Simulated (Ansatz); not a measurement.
# F3GeH3O2: the cost of one run

Method: RKS PBE0-D4/def2-SVP, in Ansatz 0.2.0.

## 1. The system as given

Bond lengths: Ge1–F2 2.030 Å, Ge1–F3 1.680 Å, Ge1–F4 1.679 Å, Ge1–O5 1.769 Å, O5–H6 1.010 Å, Ge1–O7 2.070 Å, O7–H8 1.010 Å. Angles: F2–Ge1–F3 109.4°, F2–Ge1–F4 109.5°, F2–Ge1–O5 109.5°, F2–Ge1–O7 71.6°, F3–Ge1–F4 109.5°, F3–Ge1–O5 109.5°, F3–Ge1–O7 67.2°, F4–Ge1–O5 109.5°, F4–Ge1–O7 176.6°, O5–Ge1–O7 72.8°, Ge1–O5–H6 109.5°, Ge1–O7–H8 109.5°.

As a file:

```xyz
9

Ge    0.0000    0.0000    0.0000
F     0.0000    0.0000    2.0300
F     1.5842    0.0000   -0.5594
F    -0.7913    1.3709   -0.5594
O    -0.8337   -1.4443   -0.5894
H    -1.2883   -1.9100    0.1830
O     1.0804   -1.6406    0.6527
H     0.5140   -2.4726    0.5682
H     0.6544   -0.9938    1.7453
```

## 2. Pulling towards end A

Springs on the bonds that form and break draw the guess towards this end; the thresholds are loose.

The input, input.yaml:

```yaml
crystal:
  periodic: [false, false, false]
  atoms:
    - { symbol: Ge, position_ang: [0.0, 0.0, 0.0] }
    - { symbol: F, position_ang: [0.0, 0.0, 2.03] }
    - { symbol: F, position_ang: [1.5842, 0.0, -0.5594] }
    - { symbol: F, position_ang: [-0.7913, 1.3709, -0.5594] }
    - { symbol: O, position_ang: [-0.8337, -1.4443, -0.5894] }
    - { symbol: H, position_ang: [-1.2883, -1.91, 0.183] }
    - { symbol: O, position_ang: [1.0804, -1.6406, 0.6527] }
    - { symbol: H, position_ang: [0.514, -2.4726, 0.5682] }
    - { symbol: H, position_ang: [0.6544, -0.9938, 1.7453] }
basis:
  gaussian: { orbitals: def2-SVP }
hamiltonian:
  xc: pbe0
  dispersion: d4
relax:
  f_tol: 0.15
  max_steps: 25
  restrain:
    - { distance: [0, 6], at: 2.97, k: 30.0 }
    - { distance: [8, 1], at: 2.12, k: 30.0 }
    - { distance: [0, 1], at: 1.68, k: 30.0 }
    - { distance: [8, 6], at: 1.01, k: 30.0 }
```

On the command line:

```
$ ansatz run input.yaml --threads 4 --pin off --max-ram 5120MiB --backend cpu --events-out ev --progress --plain --runs-dir out
```

What time and memory should one allow on 4 threads of Arm Neoverse V2, shared host?

About 30 s, with a peak of 0.3 GiB.
